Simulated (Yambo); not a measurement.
# BW (Cmcm) in Yambo: further runs

One crystal, BW, is run at these levels: PBEsol; tasks: optical spectrum, optical spectrum by the Bethe-Salpeter equation.

Everything below comes from runs of Yambo 5.3.0. Logs are shortened: lines on timing, memory, paths and dates and some standing lists are left out, and cuts for length are marked.

### Step 1. The crystal as given

Symmetry: Cmcm, No. 63, orthorhombic system. The conventional cell has a = 3.162 Å, b = 8.482 Å, c = 3.095 Å, α = 90.00°, β = 90.00°, γ = 90.00°. W (site symmetry m2m) has 7 B at 2.32 to 2.50 Å as nearest neighbours. Around B (site symmetry m2m) lie 2 B at 1.86 Å.

The cell comes from a database or a generator and needn't be the stable form of this composition.

### Step 2. Optical spectrum, PBEsol

Input file optics3.in:

```
optics
chi
tddft
Chimod= "LRC"
% BndsRnXd
 1 | 42 |
%
NGsBlkXd= 3 Ry
% LongDrXd
 1 | 0 | 0 |
%
% QpntsRXd
 1 | 1 |
%
% EnRngeXd
 0 | 20 | eV
%
% DmRngeXd
 0.1 | 0.1 | eV
%
ETStpsXd= 200
LRC_alpha= -0.2
```

Input file scf.in:

```
&CONTROL
  calculation = 'scf'
  prefix = 'pwscf'
  outdir = './tmp'
  pseudo_dir = './pseudo'
/
&SYSTEM
  ibrav = 0
  nat = 4
  ntyp = 2
  ecutwfc = 76
  nbnd = 25
  occupations = 'smearing'
  smearing = 'fd'
  degauss = 0.00367493
  force_symmorphic = .true.
/
&ELECTRONS
  conv_thr = 8d-10
  electron_maxstep = 120
  mixing_beta = 0.5
/
ATOMIC_SPECIES
W    183.8400 W.upf
B     10.8100 B.upf
CELL_PARAMETERS angstrom
   1.5809060600   -4.2411156800    0.0000000000
   1.5809060600    4.2411156800    0.0000000000
   0.0000000000    0.0000000000    3.0951265000
ATOMIC_POSITIONS crystal
W      0.1446147700    0.8553852300    0.2500000000
W      0.8553852300    0.1446147700    0.7500000000
B      0.4389781600    0.5610218400    0.2500000000
B      0.5610218400    0.4389781600    0.7500000000
K_POINTS automatic
10 10 10 0 0 0
```

Input file nscf.in:

```
&CONTROL
  calculation = 'nscf'
  prefix = 'pwscf'
  outdir = './tmp'
  pseudo_dir = './pseudo'
/
&SYSTEM
  ibrav = 0
  nat = 4
  ntyp = 2
  ecutwfc = 76
  nbnd = 47
  occupations = 'smearing'
  smearing = 'fd'
  degauss = 0.00367493
  force_symmorphic = .true.
/
&ELECTRONS
  conv_thr = 1d-08
  diago_full_acc = .true.
  diago_thr_init = 1d-06
/
ATOMIC_SPECIES
W    183.8400 W.upf
B     10.8100 B.upf
CELL_PARAMETERS angstrom
   1.5809060600   -4.2411156800    0.0000000000
   1.5809060600    4.2411156800    0.0000000000
   0.0000000000    0.0000000000    3.0951265000
ATOMIC_POSITIONS crystal
W      0.1446147700    0.8553852300    0.2500000000
W      0.8553852300    0.1446147700    0.7500000000
B      0.4389781600    0.5610218400    0.2500000000
B      0.5610218400    0.4389781600    0.7500000000
K_POINTS automatic
6 6 6 0 0 0
```

Potentials or basis: PseudoDojo 0.4.1 SR PBEsol standard.

Started as:

```
OMP_NUM_THREADS=1 pw.x -in scf.in > scf.out
OMP_NUM_THREADS=1 pw.x -in nscf.in > nscf.out
cd tmp/pwscf.save; p2y; mv SAVE ../..; cd ../..
OMP_NUM_THREADS=1 yambo
OMP_NUM_THREADS=1 yambo -F optics3.in -J optics3 -C optics3_out
```

Yambo's report:

```text
[... sections 02.01 to 02.04 as in the set-up run ...]

[... 5 lines left out ...]
  [X] Bosonic    Temperature                        :  0.258606E-1   300.100    [eV K]
  [X] Finite Temperature mode                       : yes
  [X] El. density                                   :  0.81919E+24 [cm-3]
  [X] Fermi Level                                   :  21.56602 [eV]

  [X] === Gaps and Widths ===
  [X] Conduction Band Min                           :  21.56602 [eV]
  [X] Valence Band Max                              :  21.56602 [eV]
  [X] Filled Bands                                  :  16
  [X] Metallic Bands                                :  17  20
  [X] Empty Bands                                   :   21   47

  [X] === Metallic Characters ===
  [X] N of el / N of met el                         :  34.00000   2.10748
  [X] Average metallic occ.                         :  0.131717

  [WARNING] [X] Metallic system

 [03] Transferred momenta grid and indexing
 ==========================================

 IBZ Q-points                                      :   68
 BZ  Q-points                                      :  216

 K/Q-points units:
 rlu = crystal or reduced units; cc = cartesian coordinates; iku = interal k-units

 Q [ 1]         [rlu]:  0.000000  0.000000  0.000000
 Q [ 2]         [rlu]:  0.000000  0.000000  0.166667
 Q [ 3]         [rlu]:  0.000000  0.000000  0.333333
 Q [ 4]         [rlu]:  0.000000  0.000000 -0.500000
 Q [ 5]         [rlu]:  0.79534E-17  0.16667       0.0000
 Q [ 6]         [rlu]:  0.79534E-17  0.16667      0.16667
 Q [ 7]         [rlu]:  0.79534E-17  0.16667      0.33333
 Q [ 8]         [rlu]:  0.79534E-17  0.16667     -0.50000
 Q [ 9]         [rlu]:  0.15907E-16  0.33333       0.0000
 Q [10]         [rlu]:  0.15907E-16  0.33333      0.16667
 Q [11]         [rlu]:  0.15907E-16  0.33333      0.33333
 Q [12]         [rlu]:  0.15907E-16  0.33333     -0.50000
 Q [13]         [rlu]:  0.82351E-16 -0.50000       0.0000
 Q [14]         [rlu]:  0.82351E-16 -0.50000      0.16667
 Q [15]         [rlu]:  0.82351E-16 -0.50000      0.33333
[... 33 lines left out ...]
 Q [49]         [rlu]:  0.500000 -0.500000  0.000000
 Q [50]         [rlu]:  0.500000 -0.500000  0.166667

 Remaining 18 points informations can be written running with -fatlog

 [04] Dipoles
 ============

  [04.01] Setup: observables and procedures
  =========================================

  [WARNING] [x,Vnl] slows the Dipoles computation. To neglect it rename the ns.kb_pp file
  [WF-Oscillators/G space/Transverse up loader] Normalization (few states)  min/max  :  0.53643E-17   1.0000

  [WR./optics3//ndb.dipoles]------------------------------------------------------
   Brillouin Zone Q/K grids (IBZ/BZ)                :   68  216   68  216
   RL vectors                                       :   4415 [WF]
   Fragmentation                                    : yes
   Electronic Temperature                           :  300.1000 [K]
   Bosonic    Temperature                           :  300.1000 [K]
   DIP band range                                   :    1   42
   DIP band range limits                            :  20  17
   DIP e/h energy range                             : -1.000000 -1.000000 [eV]
   RL vectors in the sum                            :   4415
   [r,Vnl] included                                 : yes
   Bands ordered                                    : yes
   Direct v evaluation                              : no
   Approach used                                    : G-space v
   Dipoles computed                                 : R V P [G-space]
   Wavefunctions                                    : Perdew, Burke & Ernzerhof SOL(X)+Perdew, Burke & Ernzerhof SOL(C)

  [WARNING] [r,Vnl^pseudo] included in position and velocity dipoles.

  [WARNING] In case H contains other non local terms, these are neglected

 [05] Optics
 ===========

 [X-CG] R(p) Tot o/o(of R):   17644   95310     100

 [WARNING] The system is a metal but Drude term not included.
```

Wall time 9.3 min (1 thread of Arm Neoverse V1, shared host); peak memory 0.88 GiB.

Results:

* Band gap on the k mesh, mean-field level: none (metal or under the smearing width)

Dielectric function (along the field direction of the input):
| energy (eV) | real part | imaginary part |
| --- | --- | --- |
| 0.60 | 135.55 | 268.90 |
| 1.01 | -30.94 | 103.04 |
| 1.51 | -0.12 | 28.83 |
| 2.01 | 0.10 | 33.67 |
| 2.51 | -4.57 | 19.37 |
| 3.02 | -1.16 | 17.44 |
| 3.52 | 4.80 | 12.78 |
| 4.02 | 3.14 | 20.47 |
| 4.52 | -2.69 | 17.22 |
| 5.03 | 3.06 | 14.51 |
| 5.53 | -3.99 | 14.91 |
| 6.03 | -5.59 | 12.09 |
| 6.53 | -3.06 | 8.00 |
| 7.04 | -1.79 | 7.95 |
| 7.54 | -2.17 | 7.74 |
| 8.04 | -2.29 | 8.38 |
| 8.54 | -2.65 | 5.83 |
| 9.05 | -1.10 | 5.93 |
| 9.55 | -0.09 | 7.62 |
| 10.05 | -1.16 | 6.68 |
| 10.45 | -2.48 | 7.77 |
| 10.95 | -4.87 | 6.35 |
| 11.46 | -4.66 | 4.21 |
| 11.96 | -3.91 | 3.83 |
| 12.46 | -2.98 | 3.39 |
| 12.96 | -2.88 | 2.74 |
| 13.47 | -3.25 | 2.07 |
| 13.97 | -2.09 | 1.78 |
| 14.47 | -2.23 | 1.98 |
| 14.97 | -1.96 | 1.84 |
| 15.48 | -1.91 | 1.66 |
| 15.98 | -1.62 | 1.31 |
| 16.48 | -1.55 | 1.34 |
| 16.98 | -1.33 | 1.19 |
| 17.49 | -1.18 | 0.84 |
| 17.99 | -1.23 | 0.89 |
| 18.49 | -0.93 | 0.83 |
| 18.99 | -1.07 | 0.95 |
| 19.50 | -0.82 | 0.64 |
| 20.00 | -0.63 | 0.76 |

Caveat: the intraband (Drude) term of the metal is left out; the ground state has no gap, which makes the many-body step unreliable; the long-range kernel's strength is typed, not fitted to the crystal's screening; spectra need much finer meshes, so this one isn't converged; independent-particle spectra lack excitons.

### Step 3. Optical spectrum by the Bethe-Salpeter equation, PBEsol

Input file bse4.in:

```
optics
bse
bss
rim_cut
RandQpts= 1000000
RandGvec= 50 RL
BSKmod= "HARTREE"
BSEmod= "retarded"
BSSmod= "h"
% BSEQptR
 1 | 1 |
%
% BSEBands
 14 | 22 |
%
BSENGexx= 20 Ry
% BEnRange
 0 | 20 | eV
%
% BDmRange
 0.1 | 0.1 | eV
%
BEnSteps= 200
% BLongDir
 1 | 0 | 0 |
%
BSEprop= "abs"
BSHayTrs= -0.02
```

scf.in is that of step 2.

nscf.in is that of step 2.

Potentials or basis: PseudoDojo 0.4.1 SR PBEsol standard.

Started as:

```
OMP_NUM_THREADS=1 pw.x -in scf.in > scf.out
OMP_NUM_THREADS=1 pw.x -in nscf.in > nscf.out
cd tmp/pwscf.save; p2y; mv SAVE ../..; cd ../..
OMP_NUM_THREADS=1 yambo
OMP_NUM_THREADS=1 yambo -F bse4.in -J bse4 -C bse4_out
```

Yambo's report:

```text
[... sections 02.01 to 02.04 as in the set-up run ...]

[... 5 lines left out ...]
  [X] Bosonic    Temperature                        :  0.258606E-1   300.100    [eV K]
  [X] Finite Temperature mode                       : yes
  [X] El. density                                   :  0.81919E+24 [cm-3]
  [X] Fermi Level                                   :  21.56602 [eV]

  [X] === Gaps and Widths ===
  [X] Conduction Band Min                           :  21.56602 [eV]
  [X] Valence Band Max                              :  21.56602 [eV]
  [X] Filled Bands                                  :  16
  [X] Metallic Bands                                :  17  20
  [X] Empty Bands                                   :   21   47

  [X] === Metallic Characters ===
  [X] N of el / N of met el                         :  34.00000   2.10748
  [X] Average metallic occ.                         :  0.131717

  [WARNING] [X] Metallic system

 [03] Transferred momenta grid and indexing
 ==========================================

 IBZ Q-points                                      :   68
 BZ  Q-points                                      :  216

 K/Q-points units:
 rlu = crystal or reduced units; cc = cartesian coordinates; iku = interal k-units

 Q [ 1]         [rlu]:  0.000000  0.000000  0.000000
 Q [ 2]         [rlu]:  0.000000  0.000000  0.166667
 Q [ 3]         [rlu]:  0.000000  0.000000  0.333333
 Q [ 4]         [rlu]:  0.000000  0.000000 -0.500000
 Q [ 5]         [rlu]:  0.79534E-17  0.16667       0.0000
 Q [ 6]         [rlu]:  0.79534E-17  0.16667      0.16667
 Q [ 7]         [rlu]:  0.79534E-17  0.16667      0.33333
 Q [ 8]         [rlu]:  0.79534E-17  0.16667     -0.50000
 Q [ 9]         [rlu]:  0.15907E-16  0.33333       0.0000
 Q [10]         [rlu]:  0.15907E-16  0.33333      0.16667
 Q [11]         [rlu]:  0.15907E-16  0.33333      0.33333
 Q [12]         [rlu]:  0.15907E-16  0.33333     -0.50000
 Q [13]         [rlu]:  0.82351E-16 -0.50000       0.0000
 Q [14]         [rlu]:  0.82351E-16 -0.50000      0.16667
 Q [15]         [rlu]:  0.82351E-16 -0.50000      0.33333
[... 33 lines left out ...]
 Q [49]         [rlu]:  0.500000 -0.500000  0.000000
 Q [50]         [rlu]:  0.500000 -0.500000  0.166667

 Remaining 18 points informations can be written running with -fatlog

 [04] Coloumb potential Random Integration (RIM)
 ===============================================

  [04.01] RIM initialization
[... 81 lines left out ...]
   Electronic Temperature                           :  300.1000 [K]
   Bosonic    Temperature                           :  300.1000 [K]
   DIP band range                                   :  14  22
   DIP band range limits                            :  20  17
   DIP e/h energy range                             : -1.000000 -1.000000 [eV]
   RL vectors in the sum                            :   4415
   [r,Vnl] included                                 : yes
   Bands ordered                                    : yes
   Direct v evaluation                              : no
   Approach used                                    : G-space v
   Dipoles computed                                 : R V P [G-space]
   Wavefunctions                                    : Perdew, Burke & Ernzerhof SOL(X)+Perdew, Burke & Ernzerhof SOL(C)

  [WARNING] [r,Vnl^pseudo] included in position and velocity dipoles.

  [WARNING] In case H contains other non local terms, these are neglected

 [06] Bethe Salpeter Equation driver
 ===================================

  [06.01] Bethe Salpeter Equation @q1
  ===================================

   [06.01.01] Transition pre-analysis @q1
   ======================================

   [06.01.02] Transition Groups build-up @q1
   =========================================

   [BSK] Transition groups (total):   68
   [BSK] Size (resonant):   4535
   [BSK]         (total):   4535
   [BSK] N. of matrices :  1

   [06.01.03] Loading Dipoles @q1
   ==============================

   [06.01.04] Independent Particles properties @q1
   ===============================================

   [WARNING] The system is a metal but Drude term not included.

   [06.01.05] BSE Kernel @q1 (Resonant EXCHANGE)
   =============================================

   [BSE] Exchange components :   427

   [06.01.06] Main kernel loop
   ===========================

   [WR./bse4//ndb.BS_Q1_CPU_0]-----------------------------------------------------
    Brillouin Zone Q/K grids (IBZ/BZ)                :   68  216   68  216
    RL vectors                                       :   4415 [WF]
    Coulomb cutoff potential                         : none
    Parallel CPUs
    Parallel Roles
    Fragmentation                                    : no
    BS kernel          wavefunctions                 : Perdew, Burke & Ernzerhof SOL(X)+Perdew, Burke & Ernzerhof SOL(C)
    Static diel. fun.  energies                      : Perdew, Burke & Ernzerhof SOL(X)+Perdew, Burke & Ernzerhof SOL(C)
    wavefunctions                                    : Perdew, Burke & Ernzerhof SOL(X)+Perdew, Burke & Ernzerhof SOL(C)
    [K] Identifier                                   :   3230
    [K] Dimension                                    :   4535
    [K] Bands                                        :  14  22
    [K] Exchange                                     : yes [res]
    [K] Correlation                                  : no [res]
    [K] Kernel`s coupling                            : no
    [K] Exchange                                     : no [cpl]
    [K] Correlation                                  : no [cpl]
    [K] W interaction is bare                        : no
    [K] ALDA kernel in R-space                       : no
    [K] RL vectors                                   :   427 [exchange]
    [K] E/h energy range                             : -1.000000 -1.000000 [eV]
    [K] Coupling range                               :  100.0000  100.0000 [o/o]
    [K] Kernel long-range exchange                   : BAR

  [06.02] BSE solver(s) @q1
  =========================

  [06.03] Haydock Solver in the optics basis @q1 using the hermitian scheme
  =========================================================================

  Accuracy (requested)      : -0.020000 [o/o]
  Accuracy (reached)        :  0.014856 [o/o]
  Iterations                :  141
```

o-bse4.eps_q1_haydock_bse:

```text
# Absorption @ Q(1):   1.00000000      0.00000000      0.00000000    [q->0 direction]
#
[... 47 lines left out ...]
        0.301508           3.531678           45.62433           3.519268           45.90140           3.531678           45.62433
        0.402010           6.140191           46.54456           6.106370           46.85650           6.140191           46.54456
        0.502513           6.776708           47.66271           6.773651           48.05358           6.776708           47.66271
[... 192 lines left out ...]
        19.89950           0.007229           0.331550           0.007117           0.340374           0.007229           0.331550
        20.00000           0.007109           0.338754           0.007000           0.347466           0.007109           0.338754
#
```

Run time: 10 min. Hardware: 1 thread of Arm Neoverse V1, shared host; peak memory 0.45 GiB.

Results:

| Property | Result |
| --- | --- |
| Band gap on the k mesh, mean-field level | none (metal or under the smearing width) |

Dielectric function (along the field direction of the input):
```
energy (eV)  real part  imaginary part
       0.30      45.62            3.53
       0.90      45.43           28.60
       1.61      11.10           24.43
       2.31      -0.17           31.86
       3.02      -0.57           17.93
       3.62       2.16           12.85
       4.32      -0.56           15.63
       5.03      -1.84           11.19
       5.73      -6.73           10.36
       6.33      -8.43            7.26
       7.04      -6.15            2.87
       7.74      -4.48            2.10
       8.44      -3.07            1.49
       9.05      -2.83            2.29
       9.75      -2.97            0.68
      10.45      -2.27            0.58
      11.16      -1.81            0.11
      11.76      -1.34            0.06
      12.46      -0.99            0.04
      13.17      -0.72            0.03
      13.87      -0.51            0.03
      14.47      -0.36            0.02
      15.18      -0.22            0.02
      15.88      -0.10            0.02
      16.58       0.00            0.01
      17.19       0.08            0.01
      17.89       0.16            0.01
      18.59       0.23            0.01
      19.30       0.29            0.01
      20.00       0.34            0.01
```

Caveat: the intraband (Drude) term of the metal is left out; the ground state has no gap, which makes the many-body step unreliable; spectra need much finer meshes, so this one isn't converged.
